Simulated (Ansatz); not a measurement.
# C₂H₄OSn: how energies converge with the basis set

An exercise on one series of results from a longer session: the logs are not shown, and one member is left open.

Program: Ansatz 0.2.0, Gaussian basis. Level of theory: one geometry, several basis sets. These are calculated values, not measurements.

The runs, in order: PBE0-D4/def2-SVP; ωB97M-V/def2-SVP; PBE0-D4/def2-QZVPP; ωB97M-V/def2-QZVPP; the functionals' def2-TZVPP values are taken from earlier runs.

## The geometry

All runs share one geometry, relaxed beforehand with PBE0-D4 in a triple-zeta def2 set. Sn takes the def2 core potential; no spin-orbit term is included.

SMILES `[SnH3][C]1=CO1`, 8 atoms, charge 0, spin multiplicity 1.

Atoms are counted from 1 here; the program's logs count them from 0.

Bond lengths: Sn1–C2 2.100 Å, Sn1–H5 1.704 Å, Sn1–H6 1.703 Å, Sn1–H7 1.699 Å, C2–C3 1.314 Å, C2–O4 1.829 Å, C3–O4 1.296 Å, C3–H8 1.087 Å. Angles: C2–Sn1–H5 105.6°, C2–Sn1–H6 108.4°, C2–Sn1–H7 107.9°, H5–Sn1–H6 112.2°, H5–Sn1–H7 110.9°, H6–Sn1–H7 111.5°, Sn1–C2–C3 143.4°, Sn1–C2–O4 115.8°, C3–C2–O4 45.1°, C2–C3–O4 89.0°, C2–C3–H8 142.2°, O4–C3–H8 128.6°, C2–O4–C3 45.9°.

Set-up of the first run:

Input file in.yaml:

```yaml
crystal:
  periodic: [false, false, false]
  atoms:
    - {symbol: Sn, position_ang: [-0.372550, 1.212864, -0.526741]}
    - {symbol: C, position_ang: [0.391526, -0.726756, -0.272402]}
    - {symbol: C, position_ang: [0.432877, -1.744131, 0.557840]}
    - {symbol: O, position_ang: [1.212991, -1.053745, 1.329159]}
    - {symbol: H, position_ang: [-1.574383, 1.079045, -1.726589]}
    - {symbol: H, position_ang: [-1.006743, 1.739545, 0.963594]}
    - {symbol: H, position_ang: [0.898973, 2.211390, -1.049916]}
    - {symbol: H, position_ang: [0.109509, -2.775411, 0.669155]}
basis:
  gaussian: {orbitals: def2-SVP}
hamiltonian: {xc: pbe0, dispersion: d4}
output: {orbitals: {seedname: orbitals}}
```

Steps of the session up to this table: PBE0-D4 in def2-SVP; ωB97M-V in def2-SVP; PBE0-D4 in def2-QZVPP; ωB97M-V in def2-QZVPP.

One table of the session follows, with a row left open; its other results are not shown here.

It belongs to the step «Functionals by basis». 

```
functional       basis  HOMO (eV)
   PBE0-D4    def2-SVP      -6.14
   PBE0-D4  def2-TZVPP          ?
   PBE0-D4  def2-QZVPP      -6.32
   ωB97M-V    def2-SVP      -8.35
   ωB97M-V  def2-TZVPP      -8.51
   ωB97M-V  def2-QZVPP      -8.55
```

Estimate the missing values for PBE0-D4, def2-TZVPP.

As computed: HOMO (eV): -6.28. In the column «HOMO (eV)» it lies between PBE0-D4, def2-QZVPP (-6.32) and PBE0-D4, def2-SVP (-6.14).
